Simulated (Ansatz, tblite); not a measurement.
# C8H10F4O4: one state, many levels

An exercise on one series of results from a longer session: the logs are not shown, and one member is left open.

Program: Ansatz 0.2.0, Gaussian basis. Level of theory: as each input shows. These are calculated values, not measurements.

The runs, in order: GFN1-xTB, GFN2-xTB, PBE-D4/def2-TZVP, r2SCAN-D4/def2-TZVP, PBE-D4/def2-SVP, PBE0-D4/def2-SVP, HF/STO-3G, HF/6-31G, B3LYP-D4/6-31G, MP2/def2-SVP, RPA/def2-SVP.

3 further runs of the same task are left out: 3 that didn't finish.

### The structure

The singlet was relaxed beforehand with r2SCAN-D4/def2-SVP.

SMILES `CC(C)OC(=O)C(=O)OCC(F)(F)C(F)F`, 26 atoms, charge 0, spin multiplicity 1.

Bond lengths: C1–C2 1.513 Å, C1–H17 1.101 Å, C1–H18 1.100 Å, C1–H19 1.100 Å, C2–C3 1.518 Å, C2–O4 1.461 Å, C2–H20 1.103 Å, C3–H21 1.099 Å, C3–H22 1.101 Å, C3–H23 1.101 Å, O4–C5 1.328 Å, C5–O6 1.205 Å, C5–C7 1.537 Å, C7–O8 1.201 Å, C7–O9 1.347 Å, O9–C10 1.420 Å, C10–C11 1.516 Å, C10–H24 1.100 Å and more. Angles: C2–C1–H17 110.5°, C2–C1–H18 109.9°, C2–C1–H19 110.9°, H17–C1–H18 108.5°, H17–C1–H19 108.4°, H18–C1–H19 108.5°, C1–C2–C3 114.0°, C1–C2–O4 105.8°, C1–C2–H20 111.2°, C3–C2–O4 109.1°, C3–C2–H20 109.7°, O4–C2–H20 106.7°, C2–C3–H21 110.9°, C2–C3–H22 110.4°, C2–C3–H23 109.8°, H21–C3–H22 109.2°, H21–C3–H23 108.1°, H22–C3–H23 108.4° and more.

Geometry (Å):

```xyz
26
charge 0, multiplicity 1
C     4.0468   -1.2566    0.5398
C     3.2113   -0.1359   -0.0395
C     3.3995    1.1985    0.6589
O     1.8212   -0.5608    0.1064
C     0.9432   -0.0161   -0.7284
O     1.1763    0.7916   -1.5921
C    -0.4528   -0.5950   -0.4464
O    -0.6787   -1.5452    0.2517
O    -1.3688    0.1136   -1.1337
C    -2.7245   -0.2734   -0.9619
C    -3.3733    0.6483    0.0522
F    -2.6749    0.6278    1.2168
F    -3.3752    1.9282   -0.4009
C    -4.8207    0.2747    0.3711
F    -4.8535   -0.9753    0.8829
F    -5.5332    0.2863   -0.7806
H     3.8205   -1.3942    1.6085
H     5.1161   -1.0188    0.4368
H     3.8475   -2.2039    0.0181
H     3.3957   -0.0187   -1.1207
H     2.7693    1.9736    0.1998
H     3.1464    1.1121    1.7274
H     4.4496    1.5184    0.5757
H    -2.7927   -1.3115   -0.6044
H    -3.2322   -0.1545   -1.9285
H    -5.2631    0.9868    1.0909
```

PBE0-D4/def2-TZVP was run before; its log isn't repeated, and its numbers join the tables.

The first run:

Tight binding, by tblite at 300 K electronic temperature and without a spin-polarisation term:

```python
tblite.interface.Calculator('GFN1-xTB', numbers, positions, charge=0, uhf=0).singlepoint()
```

Tight binding, by tblite at 300 K electronic temperature and without a spin-polarisation term:

```python
tblite.interface.Calculator('GFN2-xTB', numbers, positions, charge=0, uhf=0).singlepoint()
```

start.molden holds the orbitals of an earlier run on this state, given as this run's starting guess.

File in.yaml:

```yaml
crystal:
  periodic: [false, false, false]
  atoms:
    - {symbol: C, position_ang: [4.046814, -1.256607, 0.539844]}
    - {symbol: C, position_ang: [3.211310, -0.135913, -0.039482]}
    - {symbol: C, position_ang: [3.399467, 1.198547, 0.658894]}
    - {symbol: O, position_ang: [1.821204, -0.560809, 0.106397]}
    - {symbol: C, position_ang: [0.943201, -0.016131, -0.728362]}
    - {symbol: O, position_ang: [1.176286, 0.791575, -1.592146]}
    - {symbol: C, position_ang: [-0.452814, -0.594995, -0.446417]}
    - {symbol: O, position_ang: [-0.678671, -1.545155, 0.251719]}
    - {symbol: O, position_ang: [-1.368791, 0.113575, -1.133721]}
    - {symbol: C, position_ang: [-2.724493, -0.273382, -0.961942]}
    - {symbol: C, position_ang: [-3.373275, 0.648322, 0.052240]}
    - {symbol: F, position_ang: [-2.674922, 0.627750, 1.216834]}
    - {symbol: F, position_ang: [-3.375243, 1.928246, -0.400869]}
    - {symbol: C, position_ang: [-4.820677, 0.274692, 0.371122]}
    - {symbol: F, position_ang: [-4.853455, -0.975269, 0.882861]}
    - {symbol: F, position_ang: [-5.533216, 0.286325, -0.780627]}
    - {symbol: H, position_ang: [3.820533, -1.394154, 1.608456]}
    - {symbol: H, position_ang: [5.116131, -1.018764, 0.436830]}
    - {symbol: H, position_ang: [3.847471, -2.203909, 0.018123]}
    - {symbol: H, position_ang: [3.395700, -0.018723, -1.120660]}
    - {symbol: H, position_ang: [2.769302, 1.973606, 0.199794]}
    - {symbol: H, position_ang: [3.146429, 1.112055, 1.727354]}
    - {symbol: H, position_ang: [4.449631, 1.518427, 0.575743]}
    - {symbol: H, position_ang: [-2.792656, -1.311536, -0.604392]}
    - {symbol: H, position_ang: [-3.232193, -0.154537, -1.928494]}
    - {symbol: H, position_ang: [-5.263062, 0.986754, 1.090889]}
basis:
  gaussian: {orbitals: def2-TZVP, initial_orbitals: start.molden}
hamiltonian: {xc: pbe, dispersion: d4}
scf: {omitted_lower_state_checks: [starts]}
output: {orbitals: {seedname: orbitals}}
```

Launch:

```bash
> ansatz run in.yaml --threads 4 --pin off --events-out ev --progress --plain --max-ram 6963MiB
```

Among the steps run: PBE-D4/def2-TZVP; r2SCAN-D4/def2-TZVP; PBE-D4/def2-SVP; PBE0-D4/def2-SVP; HF/STO-3G; HF/6-31G; B3LYP-D4/6-31G; MP2/def2-SVP; RPA/def2-SVP.

One of the session's tables, all rows but one given; the rest of the session is left out.

It belongs to the step «Binding energy». 

| level | binding an atom (eV) |
| --- | --- |
| HF/STO-3G | 3.323 |
| HF/6-31G | 2.720 |
| HF/def2-SVP | 3.174 |
| PBE-D4/def2-SVP | 4.746 |
| PBE-D4/def2-TZVP | 4.652 |
| r2SCAN-D4/def2-TZVP | 4.500 |
| B3LYP-D4/6-31G | ? |
| PBE0-D4/def2-SVP | 4.586 |
| PBE0-D4/def2-TZVP | 4.503 |
| MP2/def2-SVP | 4.400 |

Q: Estimate the row for B3LYP-D4/6-31G from the others.

**Answer.** binding an atom (eV): 4.218. In the column «binding an atom (eV)» it lies between HF/STO-3G (3.323) and MP2/def2-SVP (4.400).

Caveats from the session: Free atoms were run apart at each level; binding is atoms less cluster, divided by the number of atoms, without zero-point or spin-orbit terms.
